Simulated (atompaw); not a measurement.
**A PAW (atompaw) potential for tin, from input to tests**

Do these settings give a usable potential? It is generated, then checked for scattering, ghosts and hardness.

The numbers are computed with atompaw 4.2.0.5 (PBEsol, scalar-relativistic, spin-unpolarised reference atom).

### Step 1. Starting point

Typed settings, in words:

* element: tin (Sn, Z = 50)
* type: PAW
* frozen core: [Kr] 4d10
* valence charge: 4
* reference configuration: 5s2 5p2
* partial waves: 5s (bound); 5s channel at -0.3 Ry; 5p (bound); 5p channel at 0.85 Ry; 5d channel at -0.15 Ry
* local potential: troulliermartins scheme with l = 3 at 0.5 Ry, radius 2.10 bohr
* core correction: smooth core density matched at 2.75 bohr
* augmentation charge: sinc compensation charge, radius 2.35 bohr; PAW radius 2.75 bohr; waves and projectors: bloechl

The outer shells as boxes (Hund's rule for the drawing; the calculation is spin-unpolarised):

```
[Kr] core
4d [↑↓][↑↓][↑↓][↑↓][↑↓]
5s [↑↓]
5p [↑ ][↑ ][  ]
```

An earlier all-electron run gives the scale for the radii.

All-electron outer shells of the reference configuration (PBEsol, scalar-relativistic, ld1.x):

```
shell  level (eV)  outermost node (bohr)  outermost maximum (bohr)
   4p      -89.56                   0.41                      0.79
   4d      -25.79                   0.39                      0.88
   5s      -10.59                   0.98                      2.01
   5p       -3.71                   1.09                      2.55
```

### Step 2. Generation

Contents of Sn.input:

```
Sn 50
GGA-PBESOL scalarrelativistic loggrid 1500 logderivrange -3 5 201
5 5 4 0 0 0
5 1 2
0 0 0
c
c
c
c
v
c
c
c
v
c
c
2
2.75 2.35 2.10 2.75
y
-0.3
n
y
0.85
n
y
-0.15
n
bloechl sinc
3 0.5 troulliermartins
PWSCFOUT
UPFDX 0.0125d0 UPFXMIN -7.d0 UPFZMESH 50.d0
END
```

Run with:

```bash
$ atompaw < Sn.input > Sn.log
```

**Question.** What will these runs give? Wanted: cutoffs for 10 and 1 mRy, occupied levels; bound ghosts; largest phase difference near zero energy, channels read; lowest eigenvalue of the overlap; share of valence orbitals outside the PAW sphere; UPF file.

The runs gave:

| quantity | value |
| --- | --- |
| cutoffs for 10 and 1 mRy, occupied levels | 55 Ry and 70 Ry |
| bound ghosts | s at -18.35 eV, p at -9.50 eV |
| largest phase difference near zero energy, channels read | 3.127 rad |
| lowest eigenvalue of the overlap (Bessel basis) | 0.000 (s) |
| share of valence orbitals outside the PAW sphere | 5s 29 %, 5p 59 % |
| UPF file | not written |

A bound ghost (s, p) makes it unfit for use: electrons can fall into a state that the atom doesn't have. The overlap operator is nearly singular (0.000). It counts as of middling hardness, with 55 Ry needed at the looser tolerance. The slowest occupied level is 5s: taken alone it needs 60 Ry to come within 1 mRy, against 25 Ry for 5p. Of the channels read, p scatters worst near zero energy, by up to 3.13 rad. A step near π is an extra or missing state, not a misfit of shape. The pseudo curves have poles with no partner nearby in the atom's: s at -1.34 Ry, p at -0.70 Ry, d at 0.26 Ry. At positive energy that is a spurious or a displaced resonance. The pseudo core plus compensation charge is negative at some radii, so no UPF file was written. All of this concerns the isolated atom, not yet a solid.
